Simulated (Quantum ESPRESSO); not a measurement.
ZnMo3:

```
Mo Zn
1.0
     3.94315    0.00000    0.00000
     0.00000    3.94315    0.00000
     0.00000    0.00000    3.94315
Mo Zn
3 1
Direct
  0.50000 0.50000 0.00000
  0.50000 0.00000 0.50000
  0.00000 0.50000 0.50000
  0.00000 0.00000 0.00000
```

The cell comes from a database or a generator and needn't be the stable form of this composition.

| Item | Value |
| --- | --- |
| Program | Quantum ESPRESSO 7.5 |
| Task | single point |
| Functional | PBE |
| Potentials or basis | SSSP 1.3 efficiency PBE |
| Cutoff | 816 eV |
| Density cutoff | 5987 eV |
| k mesh | 7 × 7 × 7 |
| Occupations | fermi-dirac, width 0.05 eV |
| Spin | no spin polarisation |

On this cell: pressure -1.5 GPa; largest force zero by symmetry; band gap on the k mesh none (metal or under the smearing width).

The same run follows on a disturbed copy (atoms moved at random, drawn with an rms of 0.05 Å):

```
Mo Zn
1.0
     3.94315    0.00000    0.00000
     0.00000    3.94315    0.00000
     0.00000    0.00000    3.94315
Mo Zn
3 1
Direct
  0.48838 0.50053 0.99990
  0.50465 0.99400 0.50159
  0.99872 0.50566 0.48456
  0.99790 0.00242 0.99318
```

**Question.** What changes?

**Answer.** The energy (extrapolated to zero smearing) moves by +8.7 meV/atom; pressure -1.1 GPa; largest force 0.575 eV/Å; band gap on the k mesh none (metal or under the smearing width).

Forces in eV/Å, atoms in the order of the input:
```
Mo   0.472  0.021 -0.148
Mo  -0.370  0.189 -0.360
Mo  -0.051 -0.243  0.519
Zn  -0.051  0.033 -0.011
```

Stress tensor (GPa, compression positive):
```
-1.01  0.01  0.08
 0.01 -1.28 -0.06
 0.08 -0.06 -1.16
```
